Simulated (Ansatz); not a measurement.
# CH₄BClFSb: a ladder of functionals and wavefunction methods

An exercise on one series of results from a longer session: the logs are not shown, and one member is left open.

Computed with Ansatz 0.2.0, Gaussian basis. Level: functionals in def2-TZVPP, the program's frozen cores in correlated methods.

Levels to be run: LDA (SPW92), PBE-D4, revPBE-D4, BLYP-D4, r2SCAN-D4, B97M-V, PBE0-D4, B3LYP-D4, r2SCANh-D4, r2SCAN0-D4, HSE06-D4, BHLYP-D4, CAM-B3LYP-D4, LC-ωPBE, ωB97X-V, ωB97M-V, B2PLYP, PBE-QIDH; CCSD(T)/def2-SVP; CCSD(T)/def2-TZVPP; MP2/def2-QZVPP; extrapolation to the limit; RPA on PBE.

## Structure used throughout

The geometry comes from an earlier relaxation with PBE0-D4 in a triple-zeta def2 set; it is a stationary point, not always the lowest conformer. Sb takes the def2 core potential; no spin-orbit term is included.

SMILES `C[B](F)[SbH][Cl]`, 9 atoms, charge 0, spin multiplicity 1.

Atoms are counted from 1 here; the program's logs count them from 0.

Bond lengths: C1–B2 1.548 Å, C1–H6 1.096 Å, C1–H7 1.092 Å, C1–H8 1.095 Å, B2–F3 1.327 Å, B2–Sb4 2.287 Å, Sb4–Cl5 2.370 Å, Sb4–H9 1.714 Å. Angles: B2–C1–H6 109.6°, B2–C1–H7 113.0°, B2–C1–H8 110.1°, H6–C1–H7 109.2°, H6–C1–H8 104.7°, H7–C1–H8 109.8°, C1–B2–F3 121.4°, C1–B2–Sb4 124.5°, F3–B2–Sb4 114.2°, B2–Sb4–Cl5 94.8°, B2–Sb4–H9 88.4°, Cl5–Sb4–H9 94.5°.

The first run:

The input, in.yaml:

```yaml
crystal:
  periodic: [false, false, false]
  atoms:
    - {symbol: C, position_ang: [-1.220768, 0.041157, 0.335360]}
    - {symbol: B, position_ang: [0.255579, -0.065234, 0.788405]}
    - {symbol: F, position_ang: [0.576330, -0.505360, 1.998141]}
    - {symbol: Sb, position_ang: [2.049129, 0.549248, -0.490381]}
    - {symbol: Cl, position_ang: [0.795457, 0.786730, -2.487479]}
    - {symbol: H, position_ang: [-1.459055, 1.085001, 0.100709]}
    - {symbol: H, position_ang: [-1.925123, -0.328678, 1.083476]}
    - {symbol: H, position_ang: [-1.365470, -0.495808, -0.607615]}
    - {symbol: H, position_ang: [2.382421, -1.113455, -0.737617]}
basis:
  gaussian: {orbitals: def2-TZVPP}
hamiltonian: {xc: lda}
output: {orbitals: {seedname: orbitals}}
```

Among the steps run: LDA; PBE-D4 (GGA); revPBE-D4 (GGA); BLYP-D4 (GGA); r2SCAN-D4 (meta-GGA); B97M-V (meta-GGA); PBE0-D4 (hybrid); B3LYP-D4 (hybrid); r2SCANh-D4 (hybrid); r2SCAN0-D4 (hybrid); HSE06-D4 (hybrid); BHLYP-D4 (hybrid); CAM-B3LYP-D4 (range-separated); LC-ωPBE (range-separated); ωB97X-V (range-separated); ωB97M-V (range-separated); B2PLYP (double hybrid); PBE-QIDH (double hybrid).

One of the session's tables, all rows but one given; the rest of the session is left out.

It belongs to the step «Orbital energies across the functionals». 

| functional | HOMO (eV) | LUMO (eV) | gap (eV) |
| --- | --- | --- | --- |
| LDA (SPW92) | ? | ? | ? |
| PBE-D4 | -5.97 | -2.37 | 3.60 |
| revPBE-D4 | -5.91 | -2.26 | 3.65 |
| BLYP-D4 | -5.84 | -2.26 | 3.58 |
| r2SCAN-D4 | -6.23 | -2.18 | 4.04 |
| B97M-V | -6.22 | -2.14 | 4.08 |
| PBE0-D4 | -7.08 | -1.58 | 5.50 |
| B3LYP-D4 | -6.89 | -1.79 | 5.10 |
| r2SCANh-D4 | -6.63 | -1.90 | 4.73 |
| r2SCAN0-D4 | -7.24 | -1.48 | 5.77 |
| HSE06-D4 | -6.69 | -1.95 | 4.74 |
| BHLYP-D4 | -8.06 | -0.73 | 7.33 |
| CAM-B3LYP-D4 | -8.33 | -0.59 | 7.74 |
| LC-ωPBE | -9.57 | 0.54 | 10.12 |
| ωB97X-V | -9.26 | 0.42 | 9.68 |
| ωB97M-V | -9.12 | 0.25 | 9.37 |

**Question.** Estimate the row for LDA (SPW92).

The run gave: HOMO (eV): -6.13; LUMO (eV): -2.62; gap (eV): 3.51. In the column «HOMO (eV)» it lies between B97M-V (-6.22) and PBE-D4 (-5.97).
